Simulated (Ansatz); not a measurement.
LaBi:

```
Bi La
1.0
     0.00000    3.28250    3.28250
     3.28250    0.00000    3.28250
     3.28250    3.28250    0.00000
Bi La
1 1
Cartesian
  3.2825 3.2825 3.2825
  0.0000 0.0000 0.0000
```

- Program: Ansatz 0.2.0
- Task: relaxation of cell and atoms
- Functional: revPBE
- Potentials or basis: all-electron LAPW, scalar-relativistic
- Basis error allowed: 0.001 eV/atom
- k mesh: 7 × 7 × 7
- Occupations: fermi-dirac, width 0.05 eV
- Spin: no spin polarisation

At the start: volume 35.37 Å³/atom.

Task: How do energy, volume and symmetry change on relaxing?

Result: Over 5 steps the energy falls by 23.4 meV/atom and the volume is 37.76 Å³/atom (+6.8 %); space group Fm-3m (No. 225, to 0.05 Å).

The path:
```csv
step,energy change (eV),largest force (eV/Å),volume (Å³)
1,0.0000,0.0000,70.74
2,-0.0348,0.0000,78.14
3,-0.0467,0.0000,75.78
4,-0.0468,0.0000,75.52
5,-0.0468,0.0000,75.52
```

Final structure:
```yaml
crystal:
  lattice:
    - [0.00000, 3.35491, 3.35491]
    - [3.35491, 0.00000, 3.35491]
    - [3.35491, 3.35491, 0.00000]
  atoms:
    - { symbol: Bi, position: [0.50000, 0.50000, 0.50000] }
    - { symbol: La, position: [0.00000, 0.00000, 0.00000] }
```
